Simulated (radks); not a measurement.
# Rb in [Kr] 5s1: an all-electron calculation

The task here is to estimate one member of a computed series from the others.

The numbers are computed with radks (a radial shooting solver on a logarithmic mesh, Libxc functionals) version 1 (non-relativistic Kohn-Sham, PBE, spin-unpolarised, spherical densities, point nucleus), except any that are marked as measured or tabulated.

**What is computed**

```
element       : rubidium (Z = 37)
charge        : 0
electrons     : 37
configuration : [Kr] 5s1
```

The outer shells:

Rb
```
[Kr] core
5s [↑ ]
```

Set-up of the first run:

Input:

```text
Z 37
configuration [Kr] 5s1
relativity non-relativistic
functional pbe,pbe
spin unpolarised
nucleus point
```

One table of the session follows, with a row left open; its other results are not shown here.

It belongs to the step «Radial structure». From the orbitals of this run (lengths in bohr):

```
level      <r>  outermost maximum (interpolated)  90 % within  nodes
   1s  0.04129                            0.0273       0.0735      0
   2s        ?                                 ?            ?      ?
   2p   0.1569                             0.121        0.255      0
   3s   0.5218                             0.461        0.774      2
   3p   0.5235                             0.451        0.796      1
   3d   0.5236                             0.393        0.852      0
   4s    1.484                              1.29         2.19      3
   4p    1.733                              1.44         2.63      2
   5s    5.331                              4.46         8.03      4
```

Estimate the missing values for 2s.

**Answer.** <r>: 0.1822; outermost maximum (interpolated): 0.154; 90 % within: 0.281; nodes: 1. In the column «<r>» it lies between 2p (0.1569) and 3s (0.5218).

Limits of these values: Relativity is left out here, which matters for elements this heavy. Spin polarisation and multiplet splitting are left out.
